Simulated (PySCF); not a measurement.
# InCl2F (SMILES [F][In]([Cl])[Cl]) at 3 levels

We compute a comparison of 3 runs (BLYP/x2c-SVPall, BLYP/x2c-TZVPall, BLYP/x2c-TZVPPall) of InCl2F. 

The results are computed with PySCF 2.14.0.

### 1 Starting point

The species is InCl2F (4 atoms), meant as a singlet with charge 0. SMILES: `[F][In]([Cl])[Cl]`. The shape comes from GFN2-xTB, which is rough for such elements, and wasn't checked as a minimum.

Bond lengths: In1–Cl2 2.288 Å, In1–Cl3 2.288 Å, In1–F4 1.977 Å. Angles: Cl2–In1–Cl3 131.3°, Cl2–In1–F4 114.3°, Cl3–In1–F4 114.4°.

### 2 The charge distribution at BLYP/x2c-SVPall (sfX2C) (run 1)

input.py reads:

```python
from pyscf import gto, dft

molecule = gto.M(
    atom='''
In     0.021581     0.036906     0.008050
Cl     4.319517    -0.441327     0.024737
Cl    -2.455888     3.580937    -0.034166
F     -1.885210    -3.176516     0.001380
''',
    unit='bohr',
    spin=0,
    verbose=3,
    max_memory=1860,
    basis='x2c-svpall',
)

mf = dft.RKS(molecule, xc='blyp')
mf = mf.sfx2c1e()
mf.conv_tol = 1e-10
mf.grids.level = 4
mf.kernel()
if not mf.converged:
    mf = mf.newton().run(mf.mo_coeff, mf.mo_occ)

e_tot = mf.e_tot
print('E(%s) = %.9f' % ('BLYP', e_tot))
mf.analyze()
quad = mf.quad_moment()
```

Started as:

```bash
$ OMP_NUM_THREADS=1 python input.py
```

The log of the run:

```text
converged SCF energy = -6903.47307631294
[... 11 lines left out ...]
MO #10  energy= -23.947067772532   occ= 2
[... 10 lines left out ...]
MO #21  energy= -7.02046858041465  occ= 2
[... 10 lines left out ...]
MO #32  energy= -0.784529271425447 occ= 2
[... 10 lines left out ...]
MO #43  energy= -0.293505569979209 occ= 2
[... 10 lines left out ...]
MO #54  energy= 0.248049359838526  occ= 0
[... 10 lines left out ...]
MO #65  energy= 0.722508042908305  occ= 0
[... 10 lines left out ...]
MO #76  energy= 1.14791897810001   occ= 0
[... 15 lines left out ...]
Dipole moment(X, Y, Z, Debye):  0.73263,  1.23697,  0.02221
Traceless quadrupole moment (Debye*A):
```

Run time: 17 s. Hardware: 1 thread of Arm Neoverse V1, shared host; peak memory 0.45 GiB.

Atomic charges (e):

```
atom  Mulliken
 In1    +0.787
 Cl2    -0.206
 Cl3    -0.206
  F4    -0.375
```

### 3 Energy and one-electron properties at BLYP/x2c-TZVPall (sfX2C) (run 2)

job.py reads:

```python
# InCl2F
from pyscf import gto, dft

molecule = gto.M(
    atom='''
In     0.011420     0.019530     0.004260
Cl     2.285790    -0.233540     0.013090
Cl    -1.299600     1.894950    -0.018080
F     -0.997610    -1.680940     0.000730
''',
    max_memory=1860,
    spin=0,
    verbose=3,
    basis='x2c-tzvpall',
)

mf = dft.RKS(molecule)
mf.xc = 'blyp'
mf = mf.x2c()
mf.conv_tol = 1e-10
mf.grids.level = 4
mf.kernel()
if not mf.converged:
    mf = mf.newton().run(mf.mo_coeff, mf.mo_occ)

e_tot = mf.e_tot
print('E(%s) = %.9f' % ('BLYP', e_tot))
mf.analyze()
quad = mf.quad_moment()
```

Started as:

```bash
$ OMP_NUM_THREADS=1 python job.py
```

The log of the run:

```text
converged SCF energy = -6904.62074664833
[... 7 lines left out ...]
MO #6   energy= -101.081954502332  occ= 2
[... 19 lines left out ...]
MO #26  energy= -4.4587861648525   occ= 2
[... 19 lines left out ...]
MO #46  energy= -0.296673051674661 occ= 2
[... 19 lines left out ...]
MO #66  energy= 0.36006502892792   occ= 0
[... 19 lines left out ...]
MO #86  energy= 0.889110246533849  occ= 0
[... 19 lines left out ...]
MO #106 energy= 1.91992347327509   occ= 0
[... 19 lines left out ...]
MO #126 energy= 2.27244964957629   occ= 0
[... 19 lines left out ...]
MO #146 energy= 6.77787627584693   occ= 0
[... 24 lines left out ...]
Dipole moment(X, Y, Z, Debye):  0.81234,  1.37135,  0.02312
Traceless quadrupole moment (Debye*A):
```

Run time: 51 s. Hardware: 1 thread of Arm Neoverse V1, shared host; peak memory 1.3 GiB.

Atomic charges (e):

```
atom  Mulliken
 In1    +0.886
 Cl2    -0.234
 Cl3    -0.234
  F4    -0.417
```

### 4 The charge distribution at BLYP/x2c-TZVPPall (sfX2C) (run 3)

job.py reads:

```python
from pyscf import gto, dft

mol = gto.M(
    atom=[
    ('In', (0.011420, 0.019530, 0.004260)),
    ('Cl', (2.285790, -0.233540, 0.013090)),
    ('Cl', (-1.299600, 1.894950, -0.018080)),
    ('F', (-0.997610, -1.680940, 0.000730)),
],
    max_memory=1860,
    verbose=4,
    spin=0,
    basis='x2c-tzvppall',
)

ks = dft.RKS(mol)
ks.xc = 'blyp'
ks = ks.sfx2c1e()
ks.conv_tol = 1e-10
ks.grids.level = 4
ks.kernel()
if not ks.converged:
    ks = ks.newton().run(ks.mo_coeff, ks.mo_occ)

e_tot = ks.e_tot
print('E(%s) = %.9f' % ('BLYP', e_tot))
ks.analyze()
quad = ks.quad_moment()
```

Started as:

```bash
$ OMP_NUM_THREADS=1 python job.py
```

The log of the run:

```text
PySCF version 2.14.0

[... 92 lines left out ...]
DFT Exchange-Correlation Energy =     -228.839383547774162
[... 23 lines left out ...]
MO #22  energy= -7.00735349779035  occ= 2
[... 21 lines left out ...]
MO #44  energy= -0.300068469026922 occ= 2
[... 21 lines left out ...]
MO #66  energy= 0.35601544027178   occ= 0
[... 21 lines left out ...]
MO #88  energy= 0.951305208141879  occ= 0
[... 21 lines left out ...]
MO #110 energy= 1.96196840512688   occ= 0
[... 21 lines left out ...]
MO #132 energy= 2.48683411451129   occ= 0
[... 21 lines left out ...]
MO #154 energy= 7.8816051898246    occ= 0
[... 203 lines left out ...]
Dipole moment(X, Y, Z, Debye):  0.81305,  1.37255,  0.02311
Traceless quadrupole moment (Debye*A):
```

It took 43 s on 1 thread of Arm Neoverse V1, shared host; peak memory 1.5 GiB.

Atomic charges (e):

```
atom  Mulliken
 In1    +0.889
 Cl2    -0.236
 Cl3    -0.236
  F4    -0.417
```

### 5 The series

```
run                      level   energy (Eh)  dipole moment (D)  HOMO energy (eV)  LUMO energy (eV)  wall time
  1    BLYP/x2c-SVPall (sfX2C)  -6903.473076               1.44             -7.75             -3.70       17 s
  2   BLYP/x2c-TZVPall (sfX2C)  -6904.620747               1.59             -8.07             -3.95       51 s
  3  BLYP/x2c-TZVPPall (sfX2C)  -6904.620808               1.60             -8.07             -3.95       43 s
```

### 6 Outcome

```
            quantity           value
 run 3: total energy  -6904.62081 Eh
run 3: dipole moment          1.60 D
  run 3: HOMO energy        -8.07 eV
  run 3: LUMO energy        -3.95 eV
run 3: HOMO–LUMO gap         4.13 eV
```

**Reading.** The dipole moment (its size) runs from 1.44 D (BLYP/x2c-SVPall) to 1.60 D (BLYP/x2c-TZVPPall). The HOMO–LUMO gap runs from 4.05 eV (BLYP/x2c-SVPall) to 4.13 eV (BLYP/x2c-TZVPPall). All runs together took 1.9 min, the longest 51 s.
